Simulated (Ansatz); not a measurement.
# The S atom: HSE06 and PBE0 against PBE

Aim: see what exact exchange does to the levels and moments, and what it costs. PBE is run first for comparison.

Computed with Ansatz 0.2.0 (DFT, plane waves (420 eV) with PBE-made PAW files, scalar-relativistic; functionals as named at each step, unless a step says otherwise).

## Step 1: The system as given

Periodic box: 14.0 × 14.4 × 14.8 Å.

As a file:

```
S
1.0
    14.00000    0.00000    0.00000
     0.00000   14.40000    0.00000
     0.00000    0.00000   14.80000
S
1
Direct
  0.50000 0.50000 0.50000
```

## Step 2: PBE

The run with PBE.

input.yaml reads:

```yaml
crystal:
  lattice:
    - [14.0, 0.0, 0.0]
    - [0.0, 14.4, 0.0]
    - [0.0, 0.0, 14.8]
  atoms:
    - { symbol: S, position: [0.5, 0.5, 0.5], spin: 2.0 }
  symmetry: { detect: false, time_reversal: true }
hamiltonian:
  xc: pbe
  pseudopotentials:
    kind: paw
    azcp:
      S: "pseudopotentials/S.paw.azcp"
basis:
  ecutwfc: 420
  fft_grid_basis: typed
kpoints:
  mp_grid: { grid: [1, 1, 1], shift: [0, 0, 0] }
magnetization:
  spin_polarized: true
scf:
  occupations: { method: fermi_dirac, width: 0.01 }
output:
  write_density: true
  write_potential: true
  elf: true
  volumetric_format: npy
```

Command:

```console
$ ansatz run input.yaml --threads 4 --pin off --max-ram 10240MiB --backend cpu --events-out ev --progress --plain --runs-dir out
```

## Step 3: HSE06

The run with HSE06.

input.yaml: that of step 2 with these lines changed.

```diff
@@ -9,3 +9,3 @@
 hamiltonian:
-  xc: pbe
+  xc: hse06
   pseudopotentials:
@@ -23,6 +23 @@
   occupations: { method: fermi_dirac, width: 0.01 }
-output:
-  write_density: true
-  write_potential: true
-  elf: true
-  volumetric_format: npy
```

## Step 4: PBE0 single point

The run with PBE0.

input.yaml: that of step 3 with these lines changed.

```diff
@@ -9,3 +9,3 @@
 hamiltonian:
-  xc: hse06
+  xc: pbe0
   pseudopotentials:
@@ -23 +23,6 @@
   occupations: { method: fermi_dirac, width: 0.01 }
+output:
+  write_density: true
+  write_potential: true
+  elf: true
+  volumetric_format: npy
```

(Steps that only read results are left out.)

**Question.** What will these runs give? Wanted: PBE: gap; PBE: magnetic state; HSE06: gap; HSE06: magnetic state; PBE0: gap; PBE0: magnetic state; HSE06: above the element's usual form.

As calculated:

```
                                               quantity                 value
                                               PBE: gap               0.52 eV
                                    PBE: magnetic state  total moment 2.00 μB
                                             HSE06: gap               2.26 eV
                                  HSE06: magnetic state  total moment 2.00 μB
                      HSE06: SCF cycles, exchange loops                 25, 2
                       HSE06: CPU time over that of PBE                   0.2
                                              PBE0: gap               3.06 eV
                                   PBE0: magnetic state  total moment 2.00 μB
                       PBE0: SCF cycles, exchange loops                 24, 2
                        PBE0: CPU time over that of PBE                  0.21
HSE06: above the element's usual form (alpha-S8 (Fddd))          2.85 eV/atom
```

**Reading.** The gap goes from 0.52 eV under PBE to 2.26 eV under HSE06. HSE06 took less CPU time than PBE here, which is no rule: the PBE run spent more cycles, searches or output. PBE0 gives a gap of 3.06 eV. The exchange operator of HSE06 was renewed in 2 outer loops. The atom lies 2.85 eV above the element's usual form under HSE06 (from a run of its own). The total energies in the logs cannot be compared from one functional to another.
